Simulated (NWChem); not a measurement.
# ZnF2 (SMILES [F][Zn][F]) at BP86-D3(BJ)/3-21G (density fitting with weigend coulomb fitting, thermostat svr 100.0)

We compute molecular dynamics of ZnF2. 

The calculation is run with NWChem 7.3.0.

2 further runs of the same task are left out: 2 set aside as unsound or not needed.

## 1. Starting point

ZnF2 has 3 atoms, charge 0, and is taken as a singlet. As SMILES, `[F][Zn][F]`. Geometry: a GFN1-xTB relaxation, a rough one for these elements and not checked as a minimum. The run starts from this shape.

Bond lengths: Zn1–F2 1.658 Å, Zn1–F3 1.656 Å. Angles: F2–Zn1–F3 178.9°.

## 2. Molecular dynamics at BP86-D3(BJ)/3-21G (density fitting with weigend coulomb fitting, thermostat svr 100.0)

File mol.nw:

```
start mol
title "F2Zn md"
memory stack 880 mb heap 220 mb global 1100 mb
charge 0

geometry units angstrom noautosym nocenter noautoz
  Zn    -0.009230    -0.005300    -0.000580
  F     -0.012290    -0.018300     1.657000
  F      0.021520     0.023590    -1.656420
end

basis spherical
  Zn library 3-21G
  F library 3-21G
end

basis "cd basis" spherical
  Zn library "weigend coulomb fitting"
  F library "weigend coulomb fitting"
end

dft
  xc becke88 perdew86
  disp vdw 4
  grid coarse
  convergence energy 1e-10
  maxiter 150
  noprint "final vectors analysis"
end

qmd
  nstep_nucl 10
  dt_nucl 10
  targ_temp 300
  thermostat svr 100.0
  rand_seed 21415
  print_xyz 1
end

task dft qmd
```

On the command line:

```bash
nwchem mol.nw > mol.out
```

**Question.** What will come out? Wanted: potential energy of the last frame.

Answer, from the run:

At BP86-D3(BJ)/3-21G (density fitting with weigend coulomb fitting, thermostat svr 100.0):

| quantity | value |
| --- | --- |
| potential energy of the last frame | -1969.44521 Eh |

The run spans only 2 fs, so it is not equilibrated: the temperature averages 381 K over its second half, against 834 K at the start, as kinetic energy flows into the vibrations of a start near a minimum.
